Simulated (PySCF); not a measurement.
# NiBr: bond curves at several levels of theory

What are the lowest state that PBE0 finds, the bond length, vibrational wavenumber and bond energy of NiBr, and how much do these hang on the method?

Program: PySCF 2.14.0. Level of theory: Ni def2-TZVPP, Br def2-TZVPP, no relativity. These are calculated values, not measurements.

## Step 1: The job

A driver script around PySCF takes these settings:

```yaml
atoms: Ni, Br
charge: 0
basis: Ni def2-TZVPP, Br def2-TZVPP
Hamiltonian: no relativity
basis_functions: 112
electrons_treated: 63
masses_in_u: 57.9353, 78.9183
levels: PBE0, PBE, r²SCAN, B97-3, M06-2X, BLYP, M06, ωB97X, HF, MP2, SCS-MP2
grid: 80 radial by 434 angular points
occupations: held fixed by the projection of orbital angular momentum
dissociation_limit: Ni + Br, each in its ground configuration
starting_distance_in_angstrom: 2.170
values_of_2S_to_try: 1, 3, 5
```

Command:

```sh
> OMP_NUM_THREADS=2 python dia.py task.json out
```

The runs that follow: PBE0 along the bond; Excited determinants; PBE (GGA); r²SCAN; B97-3; M06-2X (hybrid meta-GGA); BLYP; M06 (hybrid meta-GGA); ωB97X (range-separated hybrid); UHF.

What does the calculation give? Wanted: for each run, Re; ωe; De; μ.

The runs gave:

Lowest PBE0 solution found, without spin–orbit coupling: ²Δ (doublet), unpaired electrons δ ↑. State 2 has its PBE0 minimum 0.04 eV higher. State 3 has its PBE0 minimum 1.32 eV higher. State 4 has its PBE0 minimum 1.48 eV higher, as a spin-mixed determinant (⟨S²⟩ = 1.74), so this is no gap between pure states. The other levels ran on the lowest alone.

```tsv
level	Re (Å)	ωe (cm⁻¹)	De (eV)	μ (D)
UHF	2.312	272.9	1.03	-6.84
UHF-MP2	2.178	335	5.00	n/a
UHF-SCS-MP2	2.202	321	4.36	n/a
PBE	2.204	318	4.37	-4.09
BLYP	2.231	305	4.01	-3.98
r²SCAN	2.191	325	3.82	-4.33
PBE0	2.208	317	3.80	-4.90
B97-3	2.235	305	3.64	-5.05
M06	2.206	327	3.88	-4.54
M06-2X	2.270	295.3	3.41	-5.52
ωB97X	2.208	323	3.93	-5.14
```

De is counted to Ni + Br in their ground configurations. A positive dipole means Ni(−)Br(+). ⟨S²⟩ is off the pure value of 0.75 by over a tenth at r²SCAN 0.83.

**Reading.** The methods spread over 0.135 Å in bond length, from UHF-MP2 to UHF. Of the levels with a De here, UHF gives the least (1.03 eV) and UHF-MP2 the most (5.00 eV).

Correlated steps freeze 14 core orbitals. The state is the lowest single determinant that the PBE0 search found; with open d or f shells the true ground state can be another one.
